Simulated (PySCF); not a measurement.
# SnO (tin(ii) oxide) at MP2/cc-pVTZ-PP (core potential)

What is the vertical singlet–triplet gap of SnO (tin(ii) oxide) at MP2/cc-pVTZ-PP (core potential)? The job is set up through a Python script.

The results are computed with PySCF 2.14.0.

6 further runs of the same task are left out: 2 for a known fault of the program, 4 set aside as unsound or not needed.

**1. The molecule**

SnO: 2 atoms, total charge 0, spin state singlet. As SMILES, `[O]=[Sn]`. The shape comes from GFN2-xTB, which is rough for such elements, and wasn't checked as a minimum.

Bond lengths: O1–Sn2 1.804 Å.

**2. Energy and gradient at MP2/cc-pVTZ-PP (core potential)**

File input.py:

```python
# tin(ii) oxide
import pyscf.grad
from pyscf import gto, scf, mp

molecule = gto.M(
    atom='O 0.000000 0.000000 0.000000; Sn 0.000000 0.000000 1.803580',
    basis={'default': 'cc-pvtz-pp', 'O': 'cc-pvtz'},
    ecp={'Sn': 'cc-pvtz-pp'},
    charge=0,
    verbose=4,
    max_memory=1860,
)

mf = scf.RHF(molecule)
mf.kernel()

pt = mp.MP2(mf, frozen=5).run()
energy = pt.e_tot
print('Final energy', energy)
grad = pt.Gradients().kernel()
mf.analyze()
```

The run is started by

```bash
$ OMP_NUM_THREADS=1 python input.py
```

What it wrote:

```text
PySCF version 2.14.0

[INPUT] num. atoms = 2
[INPUT] num. electrons = 30
[INPUT] charge = 0
[INPUT] spin (= nelec alpha-beta = 2S) = 0
[INPUT] symmetry False subgroup None
[INPUT] Mole.unit = angstrom
[INPUT] Symbol           X                Y                Z      unit          X                Y                Z       unit  Magmom
[INPUT]  1 O      0.000000000000   0.000000000000   0.000000000000 AA    0.000000000000   0.000000000000   0.000000000000 Bohr   0.0
[INPUT]  2 Sn     0.000000000000   0.000000000000   1.803580000000 AA    0.000000000000   0.000000000000   3.408272243743 Bohr   0.0

nuclear repulsion = 51.639067367081
number of shells = 20
number of NR pGTOs = 139
number of NR cGTOs = 69
basis = {'default': 'cc-pvtz-pp', 'O': 'cc-pvtz'}
ecp = {'Sn': 'cc-pvtz-pp'}

[... 59 lines left out ...]
One-electron Energy =                 -583.401310603384104
[... 9 lines left out ...]
MO #5   energy= -4.0567826636821   occ= 2
[... 7 lines left out ...]
MO #13  energy= -0.403381555140246 occ= 2
[... 7 lines left out ...]
MO #21  energy= 0.259757950255686  occ= 0
[... 7 lines left out ...]
MO #29  energy= 0.839734169819728  occ= 0
[... 7 lines left out ...]
MO #37  energy= 1.02012306083159   occ= 0
[... 7 lines left out ...]
MO #45  energy= 1.39327868551976   occ= 0
[... 7 lines left out ...]
MO #53  energy= 4.28089573658451   occ= 0
[... 7 lines left out ...]
MO #61  energy= 5.69069270491539   occ= 0
[... 7 lines left out ...]
MO #69  energy= 54.2973177067974   occ= 0
[... 74 lines left out ...]
Dipole moment(X, Y, Z, Debye):  0.00000, -0.00000,  4.96954
```

Run time: 8.1 s. Hardware: 1 thread of Arm Neoverse V1, shared host; peak memory 0.49 GiB.

**3. The triplet at the same level**

File job.py:

```python
from pyscf import gto, mp

mol = gto.M(
    atom='''
O      0.000000     0.000000     0.000000
Sn     0.000000     0.000000     1.803580
''',
    basis={'default': 'cc-pvtz-pp', 'O': 'cc-pvtz'},
    verbose=4,
    spin=2,
    max_memory=1860,
    ecp={'Sn': 'cc-pvtz-pp'},
    charge=0,
)

myscf = mol.UHF()
myscf.kernel()
if not myscf.converged:
    myscf = myscf.newton().run(myscf.mo_coeff, myscf.mo_occ)

pt = mp.MP2(myscf, frozen=5).run()
energy = pt.e_tot
print('E = %.10f Eh' % energy)
grad = pt.nuc_grad_method().kernel()
dip = myscf.dip_moment()
pop, q = myscf.mulliken_pop()
```

The run is started by

```bash
$ OMP_NUM_THREADS=1 python job.py
```

What it wrote:

```text
PySCF version 2.14.0

[INPUT] num. atoms = 2
[INPUT] num. electrons = 30
[INPUT] charge = 0
[INPUT] spin (= nelec alpha-beta = 2S) = 2
[INPUT] symmetry False subgroup None
[INPUT] Mole.unit = angstrom
[INPUT] Symbol           X                Y                Z      unit          X                Y                Z       unit  Magmom
[INPUT]  1 O      0.000000000000   0.000000000000   0.000000000000 AA    0.000000000000   0.000000000000   0.000000000000 Bohr   0.0
[INPUT]  2 Sn     0.000000000000   0.000000000000   1.803580000000 AA    0.000000000000   0.000000000000   3.408272243743 Bohr   0.0

nuclear repulsion = 51.639067367081
number of shells = 20
number of NR pGTOs = 139
number of NR cGTOs = 69
basis = {'default': 'cc-pvtz-pp', 'O': 'cc-pvtz'}
ecp = {'Sn': 'cc-pvtz-pp'}

[... 18 lines left out ...]
[... the frontier-level lines of each cycle are left out ...]
[... 3 lines left out ...]
[... 5 lines left out ...]
[... 5 lines left out ...]
[... 66 lines left out ...]
converged SCF energy = -288.149129762368  <S^2> = 2.038447  2S+1 = 3.0255227
[... 1 line left out ...]
******** <class 'pyscf.mp.ump2.UMP2'> ********
nocc = (np.int64(11), np.int64(9)), nmo = (64, 64)
frozen orbitals 5
E(UMP2) = -288.474546095726  E_corr = -0.325416333357973
E(SCS-UMP2) = -288.463225739891  E_corr = -0.314095977523536
E_corr(same-spin) = -0.088158025968498
E_corr(oppo-spin) = -0.237258307389475
E = -288.4745460957 Eh
--------------- UMP2 gradients ---------------
         x                y                z
0 O     0.0000000000     0.0000000000     0.0716862974
1 Sn    -0.0000000000    -0.0000000000    -0.0716862974
----------------------------------------------
Dipole moment(X, Y, Z, Debye): -0.00000,  0.00000,  2.31479
 ** Mulliken pop       alpha | beta **
pop of  0 O 1s        0.97425 | 0.97612
pop of  0 O 2s        0.54134 | 0.50706
pop of  0 O 3s        0.12542 | 0.11578
[... 66 lines of this table left out ...]
In total            16.00000 | 14.00000
 ** Mulliken atomic charges   ( Nelec_alpha | Nelec_beta ) **
charge of  0O =     -0.49326  (     4.69916      3.79410 )
charge of  1Sn =      0.49326  (    11.30084     10.20590 )
```

Run time: 9.6 s. Hardware: 1 thread of Arm Neoverse V1, shared host; peak memory 0.49 GiB.

**4. Results**

At MP2/cc-pVTZ-PP (core potential), 5 core orbitals frozen:

| quantity | value |
| --- | --- |
| singlet: total energy | -288.62146 Eh |
| singlet: dipole moment (Hartree–Fock density) | 4.97 D |
| singlet: HOMO energy (Hartree–Fock orbitals) | -10.39 eV |
| singlet: LUMO energy (Hartree–Fock orbitals) | 0.40 eV |
| singlet: HOMO–LUMO gap (Hartree–Fock orbitals) | 10.79 eV |
| singlet: correlation energy (5 core orbitals frozen) | -409.6 mEh |
| singlet: largest force on an atom | 1.982 eV/Å |
| triplet: total energy | -288.47455 Eh |
| triplet: dipole moment (Hartree–Fock density) | 2.31 D |
| triplet: HOMO energy (Hartree–Fock orbitals) (highest over α and β) | -6.78 eV |
| triplet: LUMO energy (Hartree–Fock orbitals) (lowest over α and β) | 0.11 eV |
| triplet: correlation energy (5 core orbitals frozen) | -325.4 mEh |
| triplet: ⟨S²⟩ of the reference determinant | 2.038 |
| triplet: largest force on an atom | 3.686 eV/Å |
| vertical energy of the triplet above the singlet | 3.998 eV |

At this shape the triplet lies 4.00 eV (386 kJ/mol) above the singlet. The largest force (singlet) is 1.98 eV/Å: the shape isn't a stationary point for this species at this level.
